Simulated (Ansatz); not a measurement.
# In3As: the cost of one run

Method: DFT PBEsol+D3(BJ), scalar-relativistic, plane waves, PAW, in Ansatz 0.2.0.

1 further run of the same task is left out (set aside as unsound or not needed). Runs told in other sessions of the task aren't counted.

### Step 1. The structure to begin with

It takes space group Pm-3m (No. 221, cubic). Conventional cell: a = 4.672 Å, b = 4.672 Å, c = 4.672 Å, α = 90.00°, β = 90.00°, γ = 90.00°. Around In (site symmetry 4/mmm) lie 8 In at 3.30 Å and 4 As at 3.30 Å. Around As (site symmetry m-3m) lie 12 In at 3.30 Å.

Structure file:

```
CELL_PARAMETERS angstrom
4.67168 0.00000 0.00000
0.00000 4.67168 0.00000
0.00000 0.00000 4.67168
ATOMIC_POSITIONS crystal
In 0.00000 0.50000 0.50000
In 0.50000 0.00000 0.50000
In 0.50000 0.50000 0.00000
As 0.00000 0.00000 0.00000
```

Source of the structure: the Materials Project (structure only).

(A quick probe on a coarse mesh, which set the mesh and smearing, is not shown.)

### Step 3. Relaxing cell and atoms

The input, input.yaml:

```yaml
crystal:
  lattice:
    - [4.671681, 0.0, 0.0]
    - [0.0, 4.671681, 0.0]
    - [0.0, 0.0, 4.671681]
  atoms:
    - { symbol: In, position: [0.0, 0.5, 0.5] }
    - { symbol: In, position: [0.5, 0.0, 0.5] }
    - { symbol: In, position: [0.5, 0.5, 0.0] }
    - { symbol: As, position: [0.0, 0.0, 0.0] }
basis:
  ecutwfc: 420
kpoints:
  mp_grid: { grid: [10, 10, 10] }
hamiltonian:
  xc: pbesol
  dispersion: d3bj
scf:
  occupations: { method: gaussian, width: 0.1 }
output:
  forces: true
  stress: true
  eigenvalues: true
  write_density: true
  write_potential: true
  elf: true
  volumetric_format: npy
relax:
  adjacent_minimum: "off"
  f_tol: 0.005
  max_steps: 80
  cell: { stress_tol: 0.05 }
```

Run with:

```sh
$ ansatz run input.yaml --threads 1 --pin off --max-ram 2560MiB --backend cpu --events-out ev --progress --plain --runs-dir out
```

**Question.** How long does this run take on 1 thread of Intel Xeon at 2.50GHz (Skylake/Cascade Lake), shared host, and how much memory does it need?

About 1.9 min, with a peak of 0.5 GiB.
